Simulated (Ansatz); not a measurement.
**GaHOF (doublet): from Hartree-Fock to the top rungs, cc-pVTZ**

Aim: climb from Hartree-Fock through coupled cluster for GaHOF (doublet) at one geometry and basis, and see what each rung misses.

Program: Ansatz 0.2.0, Gaussian basis. Level of theory: cc-pVTZ, core rule «outside noble gas», up to 16 orbitals frozen. These are calculated values, not measurements.

To be run: UHF; CCSD(T) on ROHF; CCSD(T) on UHF; BCCD(T) on ROHF; CCSDT(Q) on ROHF; CCSDT(Q) on UHF.

6 further runs of the same task are left out: 1 for a known fault of the program, 5 set aside as unsound or not needed. Runs told in other sessions of the task aren't counted.

## (1) The system

The geometry is a PBE0/def2-TZVP stationary point (not a proven minimum). No spin-orbit coupling is included. The filled d shell of Ga may be among the frozen orbitals whatever the setting's name suggests.

4 atoms, charge 0, spin multiplicity 2.

Atoms are counted from 1 here; the program's logs count them from 0.

Bond lengths: F1–Ga2 1.760 Å, Ga2–O3 1.795 Å, O3–H4 0.961 Å. Angles: F1–Ga2–O3 114.8°, Ga2–O3–H4 113.8°.

## (2) UHF

File in.yaml:

```yaml
crystal:
  periodic: [false, false, false]
  atoms:
    - {symbol: F, position_ang: [0.000000, -0.613878, 1.472476]}
    - {symbol: Ga, position_ang: [0.000000, 0.320760, -0.018355]}
    - {symbol: O, position_ang: [0.000000, -0.660347, -1.521903]}
    - {symbol: H, position_ang: [0.000000, -0.135382, -2.326935]}
basis:
  gaussian: {orbitals: cc-pVTZ}
magnetization: {spin_polarized: true, initial_magnetization: 1}
hamiltonian: {xc: hf}
output: {orbitals: {seedname: orbitals}}
```

On the command line:

```bash
> ansatz run in.yaml --threads 1 --pin off --events-out ev --progress --plain --max-ram 4096MiB --backend cpu
```

After this run come: CCSD(T) on ROHF; CCSD(T) on UHF; BCCD(T) on ROHF; CCSDT(Q) on ROHF; CCSDT(Q) on UHF.

Q: Predict the results of all the runs planned. Wanted: UCCSDT(Q) from the RHF energy; RMP2 from UCCSDT(Q); UMP2 from UCCSDT(Q); RCCSD from UCCSDT(Q); RCCSD(T) from UCCSDT(Q); UCCSD(T) from UCCSDT(Q); RCCSDT(Q) from UCCSDT(Q); T1 diagnostic.

The runs gave:

| quantity | value |
| --- | --- |
| UCCSDT(Q) from the ROHF energy | -15.8400 eV |
| RMP2 from UCCSDT(Q) | +12.94 kcal/mol |
| UMP2 from UCCSDT(Q) | +12.69 kcal/mol |
| RCCSD from UCCSDT(Q) | +13.08 kcal/mol |
| RCCSD(T) from UCCSDT(Q) | +1.01 kcal/mol |
| UCCSD(T) from UCCSDT(Q) | +0.82 kcal/mol |
| RCCSDT(Q) from UCCSDT(Q) | +0.34 kcal/mol |
| levels within 1 kcal/mol (43 meV) | UCCSD(T), BCCD(T), RCCSDT, UCCSDT, RCCSDT(Q) |
| T1 diagnostic | 0.021 |

**Reading.** RCCSD(T) lands +1.01 kcal/mol from the yardstick (0.3 % of the correlation energy). These misses are within one basis, not against nature; the frozen cores of restricted and unrestricted runs differ, which can shift their rows.
